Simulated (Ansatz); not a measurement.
# Mg: the cost of one run

Method: DFT PBE0, scalar-relativistic, plane waves, PAW, in Ansatz 0.2.0.

### 1 The structure to begin with

The structure is hexagonal, space group P6_3/mmc (No. 194). The conventional cell has a = 3.195 Å, b = 3.195 Å, c = 5.190 Å, α = 90.00°, β = 90.00°, γ = 120.00°. Mg (site symmetry -6m2) is surrounded by 12 Mg at 3.18 to 3.19 Å.

Coordinates:

```
Mg
1.0
     3.19473    0.00000    0.00000
    -1.59737    2.76672    0.00000
     0.00000    0.00000    5.19006
Mg
2
Direct
  0.33333 0.66667 0.25000
  0.66667 0.33333 0.75000
```

### 2 Single point: Mg, no spin

input.yaml reads:

```yaml
crystal:
  lattice:
    - [3.194734, 0.0, 0.0]
    - [-1.597367, 2.766721, 0.0]
    - [0.0, 0.0, 5.190056]
  atoms:
    - { symbol: Mg, position: [0.333333, 0.666667, 0.25] }
    - { symbol: Mg, position: [0.666667, 0.333333, 0.75] }
scf:
  occupations: { method: gaussian, width: 0.1 }
output:
  forces: true
  stress: true
  eigenvalues: true
hamiltonian:
  xc: pbe0
kpoints:
  mp_grid: { grid: [6, 6, 4] }
```

The run is started by

```sh
> ansatz run input.yaml --threads 4 --pin off --max-ram 12288MiB --backend cpu --events-out ev --progress --plain --runs-dir out
```

What time and memory should one allow on 4 threads of Arm Neoverse N1, shared host?

About 9.3 s, with a peak of 0.69 GiB.
